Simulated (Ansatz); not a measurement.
# NbCd3: how the settings move a single-point run

Aim: see which settings change the result for NbCd3, by how much, and at what cost.

Computed with Ansatz 0.2.0 (reference: DFT, PBEsol, PAW with Ansatz's default frozen-core files, fully relativistic files with spin-orbit coupling; levels and slopes on a fine mesh, unless a step's input says otherwise).

**1. The structure to begin with**

Symmetry: Pm-3m, No. 221, cubic system. Conventional cell: a = 4.232 Å, b = 4.232 Å, c = 4.232 Å, α = 90.00°, β = 90.00°, γ = 90.00°. Around Nb (site symmetry m-3m) lie 12 Cd at 2.99 Å. Cd (site symmetry 4/mmm) is surrounded by 4 Nb at 2.99 Å and 8 Cd at 2.99 Å.

Coordinates:

```xyz
4
Lattice="4.2315 0.0000 0.0000 0.0000 4.2315 0.0000 0.0000 0.0000 4.2315" Properties=species:S:1:pos:R:3 pbc="T T T"
Nb    0.0000    0.0000    0.0000
Cd    0.0000    2.1158    2.1158
Cd    2.1158    0.0000    2.1158
Cd    2.1158    2.1158    0.0000
```

**2. Reference**

Contents of input.yaml:

```yaml
crystal:
  lattice:
    - [4.23153749341, 0.0, 0.0]
    - [0.0, 4.23153749341, 0.0]
    - [0.0, 0.0, 4.23153749341]
  atoms:
    - { symbol: Nb, position: [0.0, 0.0, 0.0] }
    - { symbol: Cd, position: [0.0, 0.5, 0.5] }
    - { symbol: Cd, position: [0.5, 0.0, 0.5] }
    - { symbol: Cd, position: [0.5, 0.5, 0.0] }
kpoints:
  mp_grid: { grid: [8, 8, 8] }
scf:
  occupations: { method: fermi_dirac, width: 0.05 }
hamiltonian:
  xc: pbesol
  pseudopotentials: { kind: paw_fr }
magnetization:
  noncollinear: true
  spin_orbit: true
output:
  forces: true
  stress: true
  eigenvalues: true
  eigenstates: { nscf_kmesh: { grid: [8, 8, 8] }, de_dk: true, e_range: [-14, 14] }
checkpoint:
  write: ck
  write_wavefunctions: false
```

The run is started by

```bash
ansatz run input.yaml --threads 2 --pin off --max-ram 6144MiB --backend cpu --events-out ev --progress --plain --runs-dir out
```

**3. Changing settings: lower_state_search standard**

input.yaml, as its differences from that of step 2:

```diff
@@ -14,2 +14,3 @@
   occupations: { method: fermi_dirac, width: 0.05 }
+  lower_state_search: standard
 hamiltonian:
```

What does the calculation give? Wanted: for each run, ending; energy change; pressure; gap; force.

**Answer**, as computed:

```tsv
run	ending	energy change	pressure (GPa)	gap (eV)	force (eV/Å)	cycles	time
reference	converged	0	-0.1	0.00	0.00	-	72 s
1: lower_state_search standard	converged	0.0 meV/atom	-0.1	0.00	0.00	12	73 s
```

Residual by cycle in the longest SCF loop of each run; runs are numbered as in the table. The quantity is the density residual dr2, in eV.

```tsv
cycle	reference	run 1
1	2.82	2.82
2	1.43	1.43
3	0.125	0.125
4	0.0174	0.0174
5	0.00173	0.00173
6	2.8e-4	2.8e-4
7	6.4e-6	6.4e-6
8	3.5e-7	3.5e-7
9	2.2e-8	2.2e-8
10	7.7e-10	7.7e-10
11	2.6e-11	2.6e-11
12	1.4e-12	1.4e-12
```

**Reading.** The changed input (search for lower states) leaves the energy the same to the digits printed.
